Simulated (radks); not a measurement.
# Polarisabilities and dispersion coefficients of Re³⁺, Ta⁺, Pb and others

Aim: static dipole polarisabilities and C6 coefficients, each species in its NIST ground configuration. After each ground state the linear response is solved; its values go to the run's result record, not to the log. Response by self-consistent Sternheimer equations with the Hartree and adiabatic LDA kernel, the relativistic mass of each level held fixed and spin-orbit coupling left out.

Program: radks (a radial shooting solver on a logarithmic mesh, Libxc functionals) version 1. Level of theory: scalar-relativistic Kohn-Sham, LDA (Slater exchange, Perdew-Wang correlation), spin-polarised, spherical densities, finite nucleus; open shells are filled with parallel spins first. These are calculated values, not measurements, unless marked.

**1. The atom as given**

| Quantity | Value |
| --- | --- |
| species | Re³⁺ ([Xe] 4f14 5d4), Ta⁺ ([Xe] 4f14 5d3 6s1), Pb ([Hg] 6p2), Ga³⁺ ([Ar] 3d10), Mg⁺ ([Ne] 3s1), Ca ([Ar] 4s2), Rb ([Kr] 5s1) |

In the logs a row gives level, spin channel, occupation and eigenvalue; Etot, Ekin, Encl (electron-nucleus), Eh (Hartree) and Exc are energies, all in hartree; err is the last residual, it the number of iterations.

**2. Re³⁺, [Xe] 4f14 5d4**

Settings of this run:

```text
Z 75
configuration [Xe] 4f14 5d4
relativity scalar-relativistic
functional lda,pw
spin polarised
nucleus finite rms 5.3698 fm
c 137.035999084
response adiabatic LDA kernel
```

Output:

```text
1s      1   1.0000       -2631.50243647
2s      1   1.0000        -457.24635592
2p      1   3.0000        -399.45320995
3s      1   1.0000        -106.69041790
3p      1   3.0000         -89.64131918
3d      1   5.0000         -70.24398506
4s      1   1.0000         -23.11238845
4p      1   3.0000         -17.51521472
4d      1   5.0000         -10.48256128
4f      1   7.0000          -2.67274013
5s      1   1.0000          -4.26465258
5p      1   3.0000          -2.85710577
5d      1   4.0000          -1.26650597
1s      2   1.0000       -2631.50245821
2s      2   1.0000        -457.23820976
2p      2   3.0000        -399.44643324
3s      2   1.0000        -106.68675593
3p      2   3.0000         -89.63741522
3d      2   5.0000         -70.23807002
4s      2   1.0000         -23.10429318
4p      2   3.0000         -17.50705012
4d      2   5.0000         -10.47260779
4f      2   7.0000          -2.65499701
5s      2   1.0000          -4.19645913
5p      2   3.0000          -2.77157509
5d      2   0.0000          -1.16428339
Etot -16677.94873573872
Ekin 18418.55368337909
Encl -41207.685752224
Eh 6431.1565672654615
Exc -319.97323415926815
err 4.169557858091711e-09
it 16
```

The top filled level is 5d up, -34.463 eV. The response step gives α = 7.460 bohr³ (10.86 without the induced potential) and C6 = 40.64 hartree bohr⁶.

Radial moments (bohr):

```tsv
level	occupation	energy (eV)	<r>	outermost maximum (interpolated)	90 % within	nodes
5s up	1	-116.05	1.035	0.938	1.48	4
5s down	1	-114.19	1.029	0.934	1.47	4
5p up	3	-77.746	1.199	1.06	1.74	3
5p down	3	-75.418	1.191	1.05	1.73	3
4f up	7	-72.729	0.5813	0.416	0.957	0
4f down	7	-72.246	0.5776	0.416	0.948	0
5d up	4	-34.463	1.672	1.38	2.53	2
5d down	0	-31.682	1.684	1.37	2.57	2
```

Radial density 4πr²ρ:

```tsv
r (bohr)	4πr²ρ (e/bohr)
0.000670	4.376
0.00103	8.555
0.00159	16.22
0.00243	29.05
0.00374	49.10
0.00576	74.61
0.00888	96.90
0.0137	102.1
0.0209	92.26
0.0322	102.2
0.0496	135.9
0.0764	121.3
0.118	112.5
0.181	118.4
0.277	66.53
0.426	78.21
0.657	37.85
1.01	17.22
1.56	6.980
2.38	1.283
3.67	0.07925
```

**3. Ta⁺, [Xe] 4f14 5d3 6s1**

Settings of this run:

```text
Z 73
configuration [Xe] 4f14 5d3 6s1
relativity scalar-relativistic
functional lda,pw
spin polarised
nucleus finite rms 5.3507 fm
c 137.035999084
response adiabatic LDA kernel
```

Output:

```text
1s      1   1.0000       -2473.09797275
2s      1   1.0000        -425.19233857
2p      1   3.0000        -372.89848736
3s      1   1.0000         -97.58559924
3p      1   3.0000         -82.02486342
3d      1   5.0000         -63.80324860
4s      1   1.0000         -20.07798350
4p      1   3.0000         -14.96883979
4d      1   5.0000          -8.42022318
4f      1   7.0000          -1.18093180
5s      1   1.0000          -2.96745810
5p      1   3.0000          -1.73943050
5d      1   3.0000          -0.42235574
6s      1   1.0000          -0.46212699
1s      2   1.0000       -2473.09745368
2s      2   1.0000        -425.18819669
2p      2   3.0000        -372.89503985
3s      2   1.0000         -97.58399037
3p      2   3.0000         -82.02314206
3d      2   5.0000         -63.80048697
4s      2   1.0000         -20.07423916
4p      2   3.0000         -14.96497469
4d      2   5.0000          -8.41530290
4f      2   7.0000          -1.16969755
5s      2   1.0000          -2.92737889
5p      2   3.0000          -1.68514735
5d      2   0.0000          -0.34280672
6s      2   0.0000          -0.38467029
Etot -15592.834681687047
Ekin 17121.985142682624
Encl -38494.21320502336
Eh 6085.156644765793
Exc -305.7632641121013
err 5.047759973627853e-09
it 16
```

Highest occupied level: 5d up at -11.493 eV. The response step gives α = 39.06 bohr³ (64.38 without the induced potential) and C6 = 333.2 hartree bohr⁶.

**4. Pb, [Hg] 6p2**

Settings of this run:

```text
Z 82
configuration [Hg] 6p2
relativity scalar-relativistic
functional lda,pw
spin polarised
nucleus finite rms 5.5012 fm
c 137.035999084
response adiabatic LDA kernel
```

Output:

```text
1s      1   1.0000       -3234.11947678
2s      1   1.0000        -578.56266649
2p      1   3.0000        -496.70836189
3s      1   1.0000        -138.87234067
3p      1   3.0000        -115.38901339
3d      1   5.0000         -91.33013830
4s      1   1.0000         -31.40707769
4p      1   3.0000         -23.70466335
4d      1   5.0000         -14.76782108
4f      1   7.0000          -4.89349828
5s      1   1.0000          -5.29950277
5p      1   3.0000          -3.15595691
5d      1   5.0000          -0.78191018
6s      1   1.0000          -0.46290618
6p      1   2.0000          -0.14913599
1s      2   1.0000       -3234.11873781
2s      2   1.0000        -578.56241131
2p      2   3.0000        -496.70791045
3s      2   1.0000        -138.87193622
3p      2   3.0000        -115.38856497
3d      2   5.0000         -91.32975287
4s      2   1.0000         -31.40643667
4p      2   3.0000         -23.70395809
4d      2   5.0000         -14.76703786
4f      2   7.0000          -4.89261970
5s      2   1.0000          -5.29779617
5p      2   3.0000          -3.15390259
5d      2   5.0000          -0.77465579
6s      2   1.0000          -0.43188702
6p      2   0.0000          -0.11299623
Etot -20864.886171347574
Ekin 23559.01137073593
Encl -52087.83484049891
Eh 8039.124218813408
Exc -375.18692039800464
err 1.2466572523764228e-08
it 15
```

Highest occupied level: 6p up at -4.058 eV. The response step gives α = 66.84 bohr³ (94.61 without the induced potential) and C6 = 768.4 hartree bohr⁶.

**5. Ga³⁺, [Ar] 3d10**

Settings of this run:

```text
Z 31
configuration [Ar] 3d10
relativity scalar-relativistic
functional lda,pw
spin polarised
nucleus finite rms 3.9973 fm
c 137.035999084
response adiabatic LDA kernel
```

Output:

```text
1s      1   1.0000        -376.49011840
2s      1   1.0000         -47.53818155
2p      1   3.0000         -41.59317807
3s      1   1.0000          -6.65902930
3p      1   3.0000          -4.86628960
3d      1   5.0000          -1.94222048
1s      2   1.0000        -376.49011840
2s      2   1.0000         -47.53818155
2p      2   3.0000         -41.59317807
3s      2   1.0000          -6.65902930
3p      2   3.0000          -4.86628960
3d      2   5.0000          -1.94222048
Etot -1938.9440736140782
Ekin 1971.1815830873088
Encl -4641.009097931466
Eh 802.7053425988547
Exc -71.82190136877529
err 4.914484987579272e-09
it 15
```

The top filled level is 3d, -52.851 eV. The response step gives α = 1.491 bohr³ (1.839 without the induced potential) and C6 = 3.351 hartree bohr⁶.

**6. Mg⁺, [Ne] 3s1**

Settings of this run:

```text
Z 12
configuration [Ne] 3s1
relativity scalar-relativistic
functional lda,pw
spin polarised
nucleus finite rms 3.057 fm
c 137.035999084
response adiabatic LDA kernel
```

Output:

```text
1s      1   1.0000         -46.40012231
2s      1   1.0000          -3.24795574
2p      1   3.0000          -2.05080834
3s      1   1.0000          -0.44099529
1s      2   1.0000         -46.39668868
2s      2   1.0000          -3.24309418
2p      2   3.0000          -2.04512329
3s      2   0.0000          -0.38684234
Etot -199.17180492788046
Ekin 199.1829050659399
Encl -475.118540581017
Eh 92.06410053723951
Exc -15.300269950042885
err 3.150117611108125e-10
it 14
```

The top filled level is 3s up, -12.000 eV. The response step gives α = 30.35 bohr³ (35.29 without the induced potential) and C6 = 124.8 hartree bohr⁶.

**7. Ca, [Ar] 4s2**

Settings of this run:

```text
Z 20
configuration [Ar] 4s2
relativity scalar-relativistic
functional lda,pw
spin polarised
nucleus finite rms 3.4776 fm
c 137.035999084
response adiabatic LDA kernel
```

Output:

```text
1s      1   1.0000        -144.71842253
2s      1   1.0000         -15.18170870
2p      1   3.0000         -12.29560131
3s      1   1.0000          -1.72105552
3p      1   3.0000          -1.02844905
4s      1   1.0000          -0.14200983
1s      2   1.0000        -144.71842253
2s      2   1.0000         -15.18170870
2p      2   3.0000         -12.29560131
3s      2   1.0000          -1.72105552
3p      2   3.0000          -1.02844905
4s      2   1.0000          -0.14200983
Etot -678.690375603708
Ekin 682.86624635001
Encl -1613.5471235087966
Eh 286.29332427993404
Exc -34.3028227248554
err 1.31291303202896e-09
it 13
```

The top filled level is 4s, -3.864 eV. The response step gives α = 146.5 bohr³ (271.8 without the induced potential) and C6 = 1953 hartree bohr⁶.

**8. Rb, [Kr] 5s1**

Settings of this run:

```text
Z 37
configuration [Kr] 5s1
relativity scalar-relativistic
functional lda,pw
spin polarised
nucleus finite rms 4.2036 fm
c 137.035999084
response adiabatic LDA kernel
```

Output:

```text
1s      1   1.0000        -551.59651247
2s      1   1.0000         -73.69625434
2p      1   3.0000         -65.39099106
3s      1   1.0000         -10.91191720
3p      1   3.0000          -8.24856774
3d      1   5.0000          -3.82743801
4s      1   1.0000          -1.17326732
4p      1   3.0000          -0.58826497
5s      1   1.0000          -0.09357837
1s      2   1.0000        -551.59622134
2s      2   1.0000         -73.69604854
2p      2   3.0000         -65.39080359
3s      2   1.0000         -10.91157178
3p      2   3.0000          -8.24820077
3d      2   5.0000          -3.82703006
4s      2   1.0000          -1.17188873
4p      2   3.0000          -0.58558291
5s      2   0.0000          -0.07300478
Etot -2977.6235579249214
Ekin 3048.509258751093
Encl -7179.770277603367
Eh 1250.706656412759
Exc -97.06919548540641
err 3.2106333140492416e-09
it 14
```

5s up is the highest filled level (-2.546 eV). The response step gives α = 280.2 bohr³ (327.2 without the induced potential) and C6 = 3894 hartree bohr⁶.

**9. Summary of results**

```tsv
species	−ε(HOMO) (eV)	α (bohr³)	α uncoupled (bohr³)	C6 (hartree bohr⁶)	C8 (hartree bohr⁸)	recommended α (bohr³)
Re³⁺	34.463	7.460	10.86	40.64	-	-
Ta⁺	11.493	39.06	64.38	333.2	-	-
Pb	4.058	66.84	94.61	768.4	-	47
Ga³⁺	52.851	1.491	1.839	3.351	28.57	-
Mg⁺	12.000	30.35	35.29	124.8	4313	-
Ca	3.864	146.5	271.8	1953	215851	160.8
Rb	2.546	280.2	327.2	3894	562600	319.8
```

In words: Uncoupled leaves out the potential induced by the response; C6 and C8 are for like pairs. Rb is the most polarisable and Ga³⁺ the least, a factor 188 apart. For the pair Rb–Ga³⁺ the Casimir-Polder integral gives C6 = 48.78, the rule 2·Ca·Cb/(Ca·αb/αa + Cb·αa/αb) on the like-pair values 40.13. Against the recommended values (Schwerdtfeger and Nagle, 2023 table) the misses are Pb +42 %, Ca -9 %, Rb -12 %. C8 is given only where no p, d or f shell is open. For heavy and open-shell atoms this level can miss by tens of per cent.
